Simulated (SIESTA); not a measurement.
**CS2: equation of state with LDA**

Crystal: CS2.

```
S C
1.0
     3.64579   -2.99431    0.00000
     3.64579    2.99431    0.00000
     0.00000    0.00000    9.85126
S C
4 2
Direct
  0.18152 0.81848 0.88687
  0.31848 0.68152 0.38687
  0.68152 0.31848 0.61313
  0.81848 0.18152 0.11313
  0.50000 0.50000 0.50000
  0.00000 0.00000 0.00000
```

The cell comes from a database or a generator and needn't be the stable form of this composition.

```yaml
Program: SIESTA 5.4.2
Task: equation of state
Functional: LDA
Potentials_or_basis: PseudoDojo 0.4 standard (LDA files)
Basis: DZP (energy shift 0.003 Ry)
Grid_cutoff: 500 Ry
Energy_shift: 0.003 Ry
k_mesh: 4 × 4 × 2
Occupations: fermi-dirac, width 0.05 eV
Spin: no spin polarisation
```

```
Equilibrium volume                        : 36.24 Å³/atom
Bulk modulus at fixed shape and positions : 44 GPa
Pressure derivative of the bulk modulus   : 4.0
```

Energy against volume, from the lowest point:
```csv
volume (Å³/atom),energy (meV/atom)
33.697,27.35
34.414,13.45
35.131,4.56
35.848,0.22
36.564,0.00
37.281,3.51
37.998,10.41
```

All runs of the series together: 3.7 min on 1 thread of Intel(R) Xeon(R) Platinum 8259CL CPU @ 2.50GHz (Skylake/Cascade Lake) (shared host).

Caveat: the cell was scaled at fixed shape and fractional positions, which overstates the stiffness of a crystal with free parameters, most of all of layers and chains; the basis of atomic orbitals isn't converged, which shifts pressures, moduli and gaps.
